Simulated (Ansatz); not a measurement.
**CH₆GeN radical: a ladder of functionals and wavefunction methods**

The task here is to estimate one member of a computed series from the others.

The runs use Ansatz 0.2.0, Gaussian basis; functionals in def2-TZVPP, the program's frozen cores in correlated methods.

Plan: LDA (SPW92), PBE-D4, revPBE-D4, BLYP-D4, r2SCAN-D4, B97M-V, PBE0-D4, B3LYP-D4, r2SCANh-D4, r2SCAN0-D4, HSE06-D4, BHLYP-D4, CAM-B3LYP-D4, LC-ωPBE, ωB97X-V, ωB97M-V, B2PLYP, PBE-QIDH; CCSD(T)/def2-SVP; CCSD(T)/def2-TZVPP; MP2/def2-QZVPP; extrapolation to the limit; RPA on PBE.

## The relaxed structure

The geometry comes from an earlier relaxation with PBE0-D4 in a triple-zeta def2 set; it is a stationary point, not always the lowest conformer.

SMILES `[CH3][GeH][NH2]`, 9 atoms, charge 0, spin multiplicity 2.

Atoms are counted from 1 here; the program's logs count them from 0.

Bond lengths: C1–Ge2 1.965 Å, C1–H4 1.092 Å, C1–H5 1.090 Å, C1–H6 1.091 Å, Ge2–N3 1.848 Å, Ge2–H7 1.557 Å, N3–H8 1.011 Å, N3–H9 1.011 Å. Angles: Ge2–C1–H4 109.1°, Ge2–C1–H5 110.2°, Ge2–C1–H6 110.5°, H4–C1–H5 109.3°, H4–C1–H6 109.1°, H5–C1–H6 108.6°, C1–Ge2–N3 106.1°, C1–Ge2–H7 111.0°, N3–Ge2–H7 104.6°, Ge2–N3–H8 115.5°, Ge2–N3–H9 115.5°, H8–N3–H9 108.9°.

Coordinates:

```xyz
9
CH6GeN
C    -0.7526    0.9422   -0.7242
Ge    0.9180    0.1488   -0.0612
N     0.4209   -1.1725    1.1316
H    -1.3799    0.1547   -1.1474
H    -0.5369    1.6838   -1.4939
H    -1.2922    1.4302    0.0883
H     1.6650   -0.6093   -1.1976
H     1.1709   -1.7629    1.4638
H    -0.1248   -0.8611    1.9234
```

The first run:

Contents of in.yaml:

```yaml
crystal:
  periodic: [false, false, false]
  atoms:
    - {symbol: C, position_ang: [-0.752555, 0.942224, -0.724238]}
    - {symbol: Ge, position_ang: [0.917988, 0.148753, -0.061154]}
    - {symbol: N, position_ang: [0.420880, -1.172544, 1.131629]}
    - {symbol: H, position_ang: [-1.379944, 0.154673, -1.147373]}
    - {symbol: H, position_ang: [-0.536942, 1.683751, -1.493926]}
    - {symbol: H, position_ang: [-1.292152, 1.430218, 0.088320]}
    - {symbol: H, position_ang: [1.665047, -0.609336, -1.197578]}
    - {symbol: H, position_ang: [1.170888, -1.762855, 1.463780]}
    - {symbol: H, position_ang: [-0.124808, -0.861082, 1.923439]}
basis:
  gaussian: {orbitals: def2-TZVPP}
magnetization: {spin_polarized: true, initial_magnetization: 1}
hamiltonian: {xc: lda}
output: {orbitals: {seedname: orbitals}}
```

Launch:

```bash
$ ansatz run in.yaml --threads 4 --pin off --events-out ev --progress --plain --max-ram 10444MiB
```

Among the steps run: LDA; PBE-D4 (GGA); revPBE-D4 (GGA); BLYP-D4 (GGA); r2SCAN-D4 (meta-GGA); B97M-V (meta-GGA); PBE0-D4 (hybrid); B3LYP-D4 (hybrid); r2SCANh-D4 (hybrid); r2SCAN0-D4 (hybrid); HSE06-D4 (hybrid); BHLYP-D4 (hybrid); CAM-B3LYP-D4 (range-separated); LC-ωPBE (range-separated); ωB97X-V (range-separated); ωB97M-V (range-separated); B2PLYP (double hybrid); PBE-QIDH (double hybrid).

One table of the session follows, with a row left open; its other results are not shown here.

It belongs to the step «Frontier levels by functional». 

```
  functional  HOMO (eV)  LUMO (eV)  gap (eV)
 LDA (SPW92)      -4.07      -3.21      0.86
      PBE-D4      -4.05      -2.87      1.18
   revPBE-D4      -4.03      -2.75      1.28
     BLYP-D4      -3.88      -2.91      0.98
   r2SCAN-D4      -4.40      -2.52      1.88
      B97M-V      -4.27      -2.95      1.32
     PBE0-D4      -5.22      -1.98      3.24
    B3LYP-D4      -4.96      -2.38      2.58
  r2SCANh-D4      -4.83      -2.20      2.63
  r2SCAN0-D4      -5.47      -1.73      3.75
    HSE06-D4      -4.82      -2.35      2.47
    BHLYP-D4      -6.21      -1.18      5.03
CAM-B3LYP-D4      -6.46      -1.09      5.37
     LC-ωPBE      -7.85       0.29      8.15
     ωB97X-V          ?          ?         ?
     ωB97M-V      -7.20      -0.20      7.00
```

Estimate the missing values for ωB97X-V.

The run gave: HOMO (eV): -7.37; LUMO (eV): -0.14; gap (eV): 7.24. In the column «HOMO (eV)» it lies between LC-ωPBE (-7.85) and ωB97M-V (-7.20).
